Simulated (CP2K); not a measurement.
Crystal: Ta3AsAu2O13.

```xyz
19
Lattice="7.3352 0.0000 0.0000 -0.1581 7.3335 0.0000 -0.1581 -0.1615 7.3317" Properties=species:S:1:pos:R:3 pbc="T T T"
Ta    1.5680    4.1596    1.6942
Ta    1.5680    1.6022    4.1959
Ta    4.1248    1.6573    1.6942
As    3.9221    4.0076    4.0968
Au    6.7776    6.9252    7.0795
Au    5.2717    5.3865    5.5065
O     2.8288    4.8300    2.9975
O     2.8288    2.8904    4.8948
O     4.7679    2.9322    2.9975
O     3.5885    0.0381    2.6412
O     2.5618    3.6445    0.0963
O    -0.0392    2.5615    3.6458
O     2.5618    0.0160    3.6458
O    -0.0392    3.5885    2.6412
O     3.5885    2.6397    0.0963
O     0.6686    5.4682    0.8038
O     0.6686    0.6832    5.4846
O     5.4525    0.7863    0.8038
O     2.1647    2.2118    2.2611
```

The cell was built by a generator and needn't be a form met in nature.

Base run:

- Program: CP2K 2026.2
- Functional: LDA
- Potentials or basis: GTH_POTENTIALS Ta GTH-PBE-q13, As GTH-PBE-q5, Au GTH-PBE-q11, O GTH-PBE-q6; DZVP-MOLOPT-SR-GTH basis
- Density cutoff: 12245 eV
- k mesh: 3 × 3 × 3
- Occupations: fermi-dirac, width 0.05 eV
- Spin: no spin polarisation

Its results: band gap on the k mesh 1.00 eV, indirect (least direct gap 1.02 eV); pressure -4.1 GPa; largest force 1.037 eV/Å.

Task: The run is repeated on the same cell with these changes: functional from LDA to PBE. What comes out?

Result: Band gap on the k mesh 1.09 eV, indirect (least direct gap 1.10 eV); pressure -0.4 GPa; largest force 0.861 eV/Å.

PBE binds less tightly than LDA, so the same cell stands under more pressure.

Caveats: spin-orbit coupling is left out, which moves the levels of the heavy elements; an odd mesh through Γ misses points on the zone boundary, where band edges often lie; the basis of atomic orbitals isn't converged, which shifts pressures, moduli and gaps; the potentials were made for another functional, which shifts forces and pressure (some runs).
